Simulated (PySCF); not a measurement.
# C2H5N2Si: the cost of one run

Computed with PySCF 2.14.0. Level: levels as typed in each script, gas phase, geometry from GFN2-xTB.

### Step 1. The system as given

10 atoms, charge -1, spin multiplicity 1.

Bond lengths: C1–N2 1.423 Å, C1–H6 1.109 Å, C1–H7 1.103 Å, C1–H8 1.093 Å, N2–Si3 1.776 Å, N2–H9 1.018 Å, Si3–C4 1.855 Å, Si3–H10 1.503 Å, C4–N5 1.166 Å. Angles: N2–C1–H6 114.4°, N2–C1–H7 111.5°, N2–C1–H8 108.2°, H6–C1–H7 107.1°, H6–C1–H8 107.0°, H7–C1–H8 108.3°, C1–N2–Si3 115.7°, C1–N2–H9 109.8°, Si3–N2–H9 115.4°, N2–Si3–C4 106.7°, N2–Si3–H10 98.3°, C4–Si3–H10 100.0°, Si3–C4–N5 161.1°.

Coordinates:

```
C     1.8220   -0.9572   -0.1903
N     1.3578    0.2406    0.4222
Si   -0.1065    0.9515   -0.2890
C    -1.5127   -0.1757    0.1492
N    -2.3937   -0.9316    0.0454
H     1.1599   -1.8340   -0.0426
H     2.8218   -1.2401    0.1797
H     1.8898   -0.7859   -1.2673
H     1.3408    0.1266    1.4335
H    -0.3259    2.0475    0.7162
```

### Step 2. Excited states (CAM-B3LYP/def2-svpd)

The input, input.py:

```python
import numpy as np
from pyscf import gto, scf, dft, tdscf
from pyscf.scf import atom_ks, atom_hf
from scipy.linalg import block_diag

def solve(mol, dm0=None, hcore=None):
    mf = (dft.UKS if mol.spin else dft.RKS)(mol, xc='camb3lyp')
    mf.grids.level = 3
    mf = mf.density_fit(auxbasis='def2-universal-jkfit')
    mf.conv_tol, mf.max_cycle = 1e-8, 80
    if hcore is not None:
        mf.get_hcore = lambda *args: hcore
    mf.kernel(dm0)
    if not mf.converged:
        mf = mf.newton().run(mf.mo_coeff, mf.mo_occ, max_cycle=30)
    assert mf.converged, 'SCF not converged'
    return mf

mol = gto.M(atom='''
C      1.82201    -0.95721    -0.19027
N      1.35781     0.24060     0.42217
Si    -0.10650     0.95146    -0.28901
C     -1.51266    -0.17567     0.14921
N     -2.39372    -0.93165     0.04540
H      1.15986    -1.83396    -0.04256
H      2.82175    -1.24011     0.17969
H      1.88975    -0.78590    -1.26732
H      1.34083     0.12664     1.43350
H     -0.32590     2.04751     0.71624
''', basis='def2-svpd', charge=-1, spin=0, verbose=4)
mf = solve(mol)
td = mf.TDA()
td.nstates, td.singlet, td.conv_tol = 4, True, 1e-5
td.kernel()
td.analyze()
x, y = np.array([p[0] for p in td.xy]), np.array([p[1] + 0 * p[0] for p in td.xy])
f, mu = td.oscillator_strength(), td.transition_dipole()
nto = [td.get_nto(state=i + 1, verbose=4) for i in range(len(td.e))]
# spherically averaged free atoms, for the promolecule
atm = atom_ks.get_atm_nrks(mol, xc='camb3lyp')
pro = block_diag(*[(atm[a[0]][2] * atm[a[0]][3]) @ atm[a[0]][2].T for a in mol._atom])
np.savez('result.npz', e=td.e, f=f, ok=td.converged, w=[n[0] for n in nto], nto=[n[1] for n in nto], x=x, y=y, c=mf.mo_coeff, occ=mf.mo_occ, eps=mf.mo_energy, pro=pro, mu=mu)
```

Run with:

```sh
$ OMP_NUM_THREADS=1 python input.py
```

**Question.** How long does this run take on 1 thread of Arm Neoverse V1, shared host, and how much memory does it need?

About 7 min, with a peak of 0.75 GiB.
